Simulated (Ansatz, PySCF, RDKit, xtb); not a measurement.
# Which structure has the formula C2H2Te?

Only the formula C2H2Te is given. Aim: find the structure of lowest free energy at 600 K, then its properties.

Plan: many cheap relaxations first (GFN2-xTB), then density-functional screening, relaxation at BLYP-D3(BJ)/def2-SVP, vibrations and a final energy. The numbers are computed, not measured.

3 further runs of the same task are left out: 3 set aside as unsound or not needed.

**1. Candidates**

A program enumerates the bonding patterns with one Lewis structure each (two rings at most, one unusual centre or charged pair), with their diastereomers. O–O, O–halogen and N–halogen bonds and N–N–N chains are not drawn. That gives 8 candidates.

```tsv
label	SMILES	spin
c343	C=C=[Te]	singlet
c373	[C]=C[TeH]	singlet
c396	[CH]C=[Te]	triplet
c487	C1=C[Te]1	singlet
c690	C#C[TeH]	singlet
c715	[CH]C=[Te]	singlet
c723	C#[Te]#C	singlet
c911	[C]=C[TeH]	triplet
```

Candidates are built by distance geometry, with a force field where one applies, in up to four conformers (letters a to d). 6 starts with atoms placed at random are added, to find patterns that the rules miss.

Q: Predict the outcome of this search (final energies at CCSD(T)/def2-TZVPP).

| quantity | value |
| --- | --- |
| lowest structure found | C=C=[Te], singlet, C2v |
| next finalist | C#C[TeH], singlet, 5.4 kcal/mol higher in G |
| share at equilibrium, among the finalists | 98.9 % |
| harmonic wavenumbers, lowest and highest (BLYP-D3(BJ)/def2-SVP) | 279 and 3104 cm⁻¹ |
| rotational constants, same geometry | 9.385, 0.09886, 0.09783 cm⁻¹ |
| dipole moment (PBE0/def2-TZVPD) | 0.94 D |
| HOMO energy (PBE0/def2-TZVPD) | -6.12 eV |
| LUMO energy (PBE0/def2-TZVPD) | -2.75 eV |
| HOMO–LUMO gap (PBE0/def2-TZVPD) | 3.37 eV |
| lowest excitation (TD-B3LYP/def2-SVPD) | 1.78 eV (f = 0.000) |
| strongest of the states computed, same level | 5.45 eV (f = 0.645) |
| lowest triplet excitation, same level, Tamm-Dancoff | 1.48 eV |
| vertical ionisation energy | 8.12 eV |
| vertical electron affinity | 1.04 eV |
| vertical triplet less singlet | +1.38 eV |

The lowest structure found is `C=C=[Te]`. The margin of 5.4 kcal/mol over the next finalist is beyond the usual error of the last level; it says nothing of structures that weren't ranked. r2SCAN-D4/def2-SVP, BLYP-D3(BJ)/def2-SVP, HF/def2-TZVPP and MP2/def2-TZVPP already put its bonding pattern lowest among the structures in one piece; GFN2-xTB and HF/STO-3G favour the singlet C#C[TeH]. A large T1 diagnostic among the finalists warns that one reference determinant may not suffice. It concerns: the winner. Spin-orbit coupling, which matters for elements this heavy, is left out. Lowest found is not proven lowest: the search is finite, and each finalist counts with one conformer. The lowest isomer need not be the one that is made and kept in a bottle, which depends on barriers.
